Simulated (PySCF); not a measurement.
# C6H17NSi: magnetic properties

Wanted: magnetic properties for C6H17NSi (`CC(C)N[Si](C)(C)C`).

Programs: PySCF 2.14.0, with routines of our own; each step states its level. All values are computed. Atoms count from 0.

## (1) The starting structure

25 atoms, charge 0, multiplicity 1; geometry from: GFN2-xTB.

## (2) Magnetic properties: GIAO KT3/def2-SVP

The job: settings as JSON, then the geometry in Å.

```
{"job": {"kind": "mag", "xc": "KT3", "basis": "def2-SVP"}, "charge": 0, "multiplicity": 1}
Si     0.042080     1.062420    -0.154440
C      0.219220     1.170090     1.750710
H      0.852850     0.379530     2.143450
H     -0.745400     1.092030     2.245170
H      0.662180     2.114860     2.052070
C      1.779630     1.247420    -0.923940
H      1.765330     1.017640    -1.984860
H      2.511820     0.597560    -0.455830
H      2.137770     2.267110    -0.816440
C     -1.054030     2.503980    -0.742660
H     -1.196590     2.477630    -1.817670
H     -0.599150     3.457100    -0.496820
H     -2.034630     2.482310    -0.278200
N     -0.759080    -0.345360    -0.765190
C     -0.513400    -1.739160    -0.449500
C     -1.226750    -2.163740     0.838590
C      0.979370    -2.018860    -0.349240
H     -1.729690    -0.208410    -1.006820
H     -0.919510    -2.336000    -1.280240
H     -0.832410    -1.600960     1.680340
H     -1.080410    -3.225280     1.023110
H     -2.294680    -1.968910     0.762970
H      1.400850    -1.504300     0.508810
H      1.152050    -3.086540    -0.237270
H      1.482600    -1.672150    -1.246080
```

With the program's defaults for keys left out, this is: GIAO KT3/def2-SVP magnetisability, rotational g tensor and spin-rotation constants, non-relativistic, gas phase.

Launch:

```
$ OMP_NUM_THREADS=1 python excited_run.py task.json out
```

The driver reads the jobs from task.json and runs them one after another.

Output:

```text
coarse grid: 19744 points
cycle   1  E = -589.6094768309  dE =  2.518e-01  |g| = 8.337e-01  |ddm| = 4.825e+00
cycle   2  E = -589.3965006519  dE =  2.130e-01  |g| = 1.214e+00  |ddm| = 3.027e+00
cycle   3  E = -589.8002225091  dE = -4.037e-01  |g| = 1.325e-01  |ddm| = 2.125e+00
cycle   4  E = -589.8041923351  dE = -3.970e-03  |g| = 4.245e-02  |ddm| = 2.304e-01
cycle   5  E = -589.8046010150  dE = -4.087e-04  |g| = 9.897e-03  |ddm| = 5.677e-02
cycle   6  E = -589.8046248118  dE = -2.380e-05  |g| = 2.788e-03  |ddm| = 1.613e-02
cycle   7  E = -589.8046267918  dE = -1.980e-06  |g| = 5.981e-04  |ddm| = 3.788e-03
final grid: 181496 points
cycle   8  E = -589.8504651336  dE = -1.014e-04  |g| = 6.931e-03  |ddm| = 7.159e-02
cycle   9  E = -589.8504496622  dE =  1.547e-05  |g| = 1.052e-02  |ddm| = 2.184e-02
cycle  10  E = -589.8504766783  dE = -2.702e-05  |g| = 1.460e-03  |ddm| = 1.499e-02
cycle  11  E = -589.8504772119  dE = -5.336e-07  |g| = 2.948e-04  |ddm| = 2.408e-03
cycle  12  E = -589.8504772332  dE = -2.131e-08  |g| = 7.565e-05  |ddm| = 3.777e-04
cycle  13  E = -589.8504772346  dE = -1.425e-09  |g| = 2.331e-05  |ddm| = 1.170e-04
cycle  14  E = -589.8504772348  dE = -1.246e-10  |g| = 5.375e-06  |ddm| = 3.039e-05
converged SCF energy = -589.8504772348

Magnetisability tensor (1e-30 J/T^2)
    -1714.72      -20.96       10.71
      -20.96    -1768.66        4.47
       10.71        4.47    -1714.59
isotropic -1732.66   principal values   -1776.82  -1719.72  -1701.44
isotropic susceptibility -104.343 1e-6 cm^3/mol

Inertial axes            a          b          c
rot. const./GHz      2.1861     1.1008     1.0167
chi total          -106.788   -103.454   -102.787
chi diamagnetic    -741.995  -1297.967  -1400.617
chi paramagnetic    635.206   1194.512   1297.830
quadrupole/D A        1.012     -0.431     -0.581
g nuclear            0.6525     0.6165     0.6185
g electronic        -0.6524    -0.6177    -0.6199
g total              0.0001    -0.0012    -0.0014

Spin-rotation constants (kHz, H = +C I.J)
atom  isotope        aa         bb         cc
  2     1H       -0.124     -0.102     -0.062
  3     1H       -0.258      0.012     -0.110
  4     1H       -0.034     -0.132     -0.082
  6     1H       -0.262     -0.088     -0.014
  7     1H       -0.173     -0.074     -0.066
  8     1H        0.011     -0.117     -0.118
 10     1H       -0.250     -0.121      0.007
 11     1H       -0.007     -0.131     -0.101
 12     1H       -0.246      0.016     -0.124
 13    14N        0.106      0.053      0.056
 17     1H       -0.279     -0.040     -0.066
 18     1H       -0.151     -0.103      0.013
 19     1H       -0.181     -0.128      0.002
 20     1H        0.047     -0.120     -0.111
 21     1H       -0.252      0.004     -0.088
 22     1H       -0.190     -0.125      0.003
 23     1H        0.046     -0.114     -0.116
 24     1H       -0.186     -0.034     -0.076
  0   29Si*      -1.173     -0.606     -0.576
  1    13C*       0.243      0.121      0.116
 14    13C*       0.338      0.206      0.195
 15    13C*       0.330      0.153      0.158
* in the singly substituted isotopologue
```

It took 61 s on 1 thread of Arm Neoverse V2, shared host; peak memory 0.71 GiB.

In short:

```csv
quantity,value
magnetisability,-1733·10⁻³⁰ J/T²
molar susceptibility,-104.3·10⁻⁶ cm³/mol
"rotational g (a, b, c)","0.0001, -0.0012, -0.0014"
```

## (3) Magnetic properties: GIAO KT1/def2-SVP

The job, as its differences from that of step 2:

```diff
@@ -1,2 +1,2 @@
-{"job": {"kind": "mag", "xc": "KT3", "basis": "def2-SVP"}, "charge": 0, "multiplicity": 1}
+{"job": {"kind": "mag", "xc": "KT1", "basis": "def2-SVP"}, "charge": 0, "multiplicity": 1}
 Si     0.042080     1.062420    -0.154440
```

Method: GIAO KT1/def2-SVP magnetisability, rotational g tensor and spin-rotation constants, non-relativistic, gas phase.

Output:

```text
coarse grid: 19744 points
cycle   1  E = -588.0614606435  dE =  2.886e-01  |g| = 7.327e-01  |ddm| = 4.781e+00
cycle   2  E = -587.8974459324  dE =  1.640e-01  |g| = 1.073e+00  |ddm| = 2.503e+00
cycle   3  E = -588.2110873907  dE = -3.136e-01  |g| = 1.069e-01  |ddm| = 1.690e+00
cycle   4  E = -588.2134315573  dE = -2.344e-03  |g| = 4.508e-02  |ddm| = 2.159e-01
cycle   5  E = -588.2138991395  dE = -4.676e-04  |g| = 8.886e-03  |ddm| = 6.455e-02
cycle   6  E = -588.2139185659  dE = -1.943e-05  |g| = 2.508e-03  |ddm| = 1.506e-02
cycle   7  E = -588.2139201815  dE = -1.616e-06  |g| = 4.506e-04  |ddm| = 3.284e-03
final grid: 181496 points
cycle   8  E = -588.2578899826  dE = -8.499e-05  |g| = 1.980e-02  |ddm| = 9.493e-02
cycle   9  E = -588.2577584138  dE =  1.316e-04  |g| = 2.984e-02  |ddm| = 6.082e-02
cycle  10  E = -588.2579909387  dE = -2.325e-04  |g| = 2.843e-03  |ddm| = 4.039e-02
cycle  11  E = -588.2579929399  dE = -2.001e-06  |g| = 3.485e-04  |ddm| = 4.317e-03
cycle  12  E = -588.2579929659  dE = -2.600e-08  |g| = 1.431e-04  |ddm| = 5.709e-04
cycle  13  E = -588.2579929709  dE = -4.974e-09  |g| = 2.638e-05  |ddm| = 1.840e-04
cycle  14  E = -588.2579929711  dE = -1.514e-10  |g| = 1.018e-05  |ddm| = 3.807e-05
converged SCF energy = -588.2579929711

Magnetisability tensor (1e-30 J/T^2)
    -1743.73      -23.53       13.47
      -23.53    -1798.37        5.60
       13.47        5.60    -1743.22
isotropic -1761.77   principal values   -1808.65  -1749.41  -1727.25
isotropic susceptibility -106.096 1e-6 cm^3/mol

Inertial axes            a          b          c
rot. const./GHz      2.1861     1.1008     1.0167
chi total          -108.626   -105.275   -104.388
chi diamagnetic    -744.238  -1299.990  -1402.588
chi paramagnetic    635.611   1194.715   1298.201
quadrupole/D A        1.290     -0.526     -0.764
g nuclear            0.6525     0.6165     0.6185
g electronic        -0.6528    -0.6178    -0.6201
g total             -0.0003    -0.0013    -0.0016

Spin-rotation constants (kHz, H = +C I.J)
atom  isotope        aa         bb         cc
  2     1H       -0.126     -0.104     -0.064
  3     1H       -0.263      0.011     -0.112
  4     1H       -0.035     -0.134     -0.083
  6     1H       -0.266     -0.090     -0.015
  7     1H       -0.176     -0.076     -0.067
  8     1H        0.011     -0.120     -0.119
 10     1H       -0.254     -0.123      0.006
 11     1H       -0.009     -0.133     -0.103
 12     1H       -0.250      0.015     -0.126
 13    14N        0.106      0.054      0.057
 17     1H       -0.284     -0.040     -0.067
 18     1H       -0.153     -0.105      0.013
 19     1H       -0.186     -0.131      0.002
 20     1H        0.047     -0.122     -0.112
 21     1H       -0.257      0.004     -0.090
 22     1H       -0.196     -0.128      0.003
 23     1H        0.046     -0.116     -0.118
 24     1H       -0.190     -0.035     -0.078
  0   29Si*      -1.179     -0.609     -0.582
  1    13C*       0.237      0.117      0.112
 14    13C*       0.323      0.200      0.189
 15    13C*       0.323      0.149      0.156
* in the singly substituted isotopologue
```

Run time: 60 s. Hardware: 1 thread of Arm Neoverse V2, shared host; peak memory 0.71 GiB.

From this job:

```csv
quantity,value
magnetisability,-1762·10⁻³⁰ J/T²
molar susceptibility,-106.1·10⁻⁶ cm³/mol
"rotational g (a, b, c)","-0.0003, -0.0013, -0.0016"
```

## (4) Magnetic properties side by side

```csv
level,ξ (10⁻³⁰ J/T²),g(a),g(b),gap (eV),functions,time
GIAO KT3/def2-SVP,-1733,0.0001,-0.0012,5.47,201,61 s
GIAO KT1/def2-SVP,-1762,-0.0003,-0.0013,5.30,201,60 s
```

## (5) Outcome

| quantity | value |
| --- | --- |
| magnetisability (step 2, GIAO KT3/def2-SVP) | -1733·10⁻³⁰ J/T² |
| molar susceptibility (step 2, GIAO KT3/def2-SVP) | -104.3·10⁻⁶ cm³/mol |
| rotational g (a, b, c) (step 2, GIAO KT3/def2-SVP) | 0.0001, -0.0012, -0.0014 |
| magnetisability over the levels | -1762 to -1733·10⁻³⁰ J/T² |

The magnetisability spreads by 1.7 % over 2 levels of like cost. Two levels can agree by chance, so this spread shows no convergence. Vibrational averaging and real surroundings are missing from these values.
